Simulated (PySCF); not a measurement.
**Al⁺ with other numerical set-ups**

The method stays; parts of the set-up, such as the basis or the Hamiltonian, are changed.

The runs use PySCF 2.14.0; each script names its method and basis.

### 1 The atom

Al⁺: 1 atom, charge 1, spin multiplicity 1.

### 2 The run that the others are compared with

The input, input.py:

```python
from pyscf import gto, scf, cc

mol = gto.M(
    atom='Al 0 0 0',
    basis='cc-pcvtz',
    charge=1,
    spin=0,
    symmetry=True,
    verbose=4,
)
mf = scf.RHF(mol)
mf.kernel()
mycc = cc.CCSD(mf, frozen=5)
mycc.kernel()
e = mycc.eeccsd(nroots=6)[0]
print('roots (eV) =', (e*27.211386).round(3))
mf.dip_moment()
print('orbital energies (hartree):', mf.mo_energy[..., max(0, mol.nelec[1]-3):mol.nelec[0]+3].round(4))
```

The run is started by

```console
$ OMP_NUM_THREADS=1 python input.py
```

Its log is not repeated here.

In short: E(SCF) = -241.673444 Eh, 6 cycles, E(CCSD) − E(SCF) = -0.03974 Eh, excitation roots 4.517, 4.517, 4.517, 4.517, 4.517 eV.

### 3 Density fitting cc-pvdz-jkfit

Variant 1 changes density fitting: none → cc-pvdz-jkfit.

The input, input.py:

```python
from pyscf import gto, scf, cc

mol = gto.M(
    atom='Al 0 0 0',
    basis='cc-pcvtz',
    charge=1,
    spin=0,
    symmetry=True,
    verbose=4,
)
mf = scf.RHF(mol)
mf = mf.density_fit(auxbasis='cc-pvdz-jkfit')
mf.kernel()
mycc = cc.CCSD(mf, frozen=5)
mycc.kernel()
e = mycc.eeccsd(nroots=6)[0]
print('roots (eV) =', (e*27.211386).round(3))
mf.dip_moment()
print('orbital energies (hartree):', mf.mo_energy[..., max(0, mol.nelec[1]-3):mol.nelec[0]+3].round(4))
```

The run is started by

```console
$ OMP_NUM_THREADS=1 python input.py
```

### 4 Cartesian functions on

Variant 2 changes Cartesian functions: off → on.

Changes to input.py since step 2:

```diff
@@ -8,2 +8,3 @@
     symmetry=True,
+    cart=True,
     verbose=4,
```

### 5 Jorge-dzp-dkh (X2C on)

Variant 3 changes basis set: cc-pcvtz → jorge-dzp-dkh; spin-free X2C: off → on.

Changes to input.py since step 2:

```diff
@@ -4,3 +4,3 @@
     atom='Al 0 0 0',
-    basis='cc-pcvtz',
+    basis='jorge-dzp-dkh',
     charge=1,
@@ -11,2 +11,3 @@
 mf = scf.RHF(mol)
+mf = mf.sfx2c1e()
 mf.kernel()
```

**Question.** What will these runs give? Wanted: for each run, E(SCF); from base; gap; after the SCF.

The runs gave:

```csv
run,E(SCF) (hartree),from base (eV),cycles,gap (eV),functions,after the SCF
base,-241.673444,0,6,12.46,59,"CCSD correlation -1.081 eV, first root 4.52 eV"
density fitting cc-pvdz-jkfit,-241.673445,0.0000,6,12.46,59,"CCSD correlation -1.088 eV, first root 4.53 eV"
Cartesian functions on,-241.673530,-0.0023,6,12.45,69,"CCSD correlation -1.092 eV, first root 4.53 eV"
jorge-dzp-dkh (X2C on),-242.101832,not comparable,6,12.47,24,"CCSD correlation -1.048 eV, first root 4.52 eV"
```

The SCF energy stays the same, to the digits that matter, with density fitting cc-pvdz-jkfit. The dearest run is “density fitting cc-pvdz-jkfit”, at 7.9 s against 2.1 s.
